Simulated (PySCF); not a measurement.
# The bond of GaSn, level by level

Aim: find the lowest electronic state of GaSn, scan its bond at several levels of theory, and get bond length, wavenumber and dissociation energy from each curve.

Method: Ga cc-pVDZ-PP with ECP10, Sn cc-pVDZ-PP with ECP28, scalar-relativistic core potentials; program: PySCF 2.14.0.

## Step 1: Set-up

A driver script around PySCF takes these settings:

```json
{
  "atoms": "Ga, Sn",
  "charge": "0",
  "basis": "Ga cc-pVDZ-PP with ECP10, Sn cc-pVDZ-PP with ECP28",
  "Hamiltonian": "scalar-relativistic core potentials",
  "basis functions": "46",
  "electrons treated": "43",
  "masses in u": "68.9256, 119.9022",
  "levels": "PBE0, PBE, r²SCAN, revPBE, PW91, BP86, HF, MP2, SCS-MP2, CCSD, CCSD(T)",
  "grid": "80 radial by 434 angular points",
  "occupations": "held fixed by the projection of orbital angular momentum",
  "dissociation limit": "Ga + Sn, each in its ground configuration",
  "starting distance in angstrom": "2.555",
  "values of 2S to try": "1, 3"
}
```

Launch:

```
$ OMP_NUM_THREADS=1 python dia.py task.json out
```

After this run come: The PBE0 curve of the state that the search chose; Other states along the same grid; PBE (GGA); r²SCAN; revPBE (GGA); PW91; BP86 (GGA); UHF (mean field); MP2 and coupled cluster.

Q: Predict the outcome of this session. Wanted: for each run, Re; ωe; De; μ.

**Answer**, as computed:

Lowest PBE0 solution found, without spin–orbit coupling: ⁴Σ⁻ (quartet), unpaired electrons σ ↑, π ↑↑. State 2 has its PBE0 minimum 0.36 eV higher, as a spin-mixed determinant (⟨S²⟩ = 1.77), so this is no gap between pure states. State 3 has its PBE0 minimum 0.39 eV higher, as a spin-mixed determinant (⟨S²⟩ = 1.76), so this is no gap between pure states. State 4 has its PBE0 minimum 0.98 eV higher. The other levels ran on the lowest alone.

```csv
level,Re (Å),ωe (cm⁻¹),De (eV),μ (D)
UHF,2.757,163.9,1.26,-2.22
UHF-MP2,2.681,189.2,1.92,n/a
UHF-SCS-MP2,2.692,185.0,1.70,n/a
UHF-CCSD,2.712,180.9,1.78,n/a
UHF-CCSD(T),2.708,182.3,1.88,n/a
PBE,2.707,173.1,2.27,-0.80
revPBE,2.728,168.2,2.11,-0.86
PW91,2.703,173.5,2.30,-0.80
BP86,2.711,171.1,2.23,-0.83
r²SCAN,2.667,182.5,2.28,-0.90
PBE0,2.678,181.9,2.14,-1.05
```

De is counted to Ga + Sn in their ground configurations. A positive dipole means Ga(−)Sn(+).

Differences from CCSD(T) in the same basis:

```
      level  Re (mÅ)  ωe (%)
        UHF      +49   -10.1
    UHF-MP2      -26    +3.8
UHF-SCS-MP2      -15    +1.5
   UHF-CCSD       +4    -0.8
        PBE        0    -5.0
     revPBE      +21    -7.7
       PW91       -4    -4.8
       BP86       +3    -6.1
     r²SCAN      -41    +0.1
       PBE0      -30    -0.2
```

What this shows: Judged by CCSD(T) in the same basis: best bond length PBE (0 mÅ), worst UHF (+49 mÅ); best wavenumber r²SCAN (+0.1 %), worst UHF (-10.1 %). CCSD(T) in a basis this small is itself some way from its limit, more so than the functionals. Among the levels with a De in the table, it runs from 1.26 eV (UHF) to 2.30 eV (PW91).

Correlated steps freeze 8 core orbitals. These are scalar-relativistic numbers at best; spin–orbit coupling would shift them, the dissociation energy most.
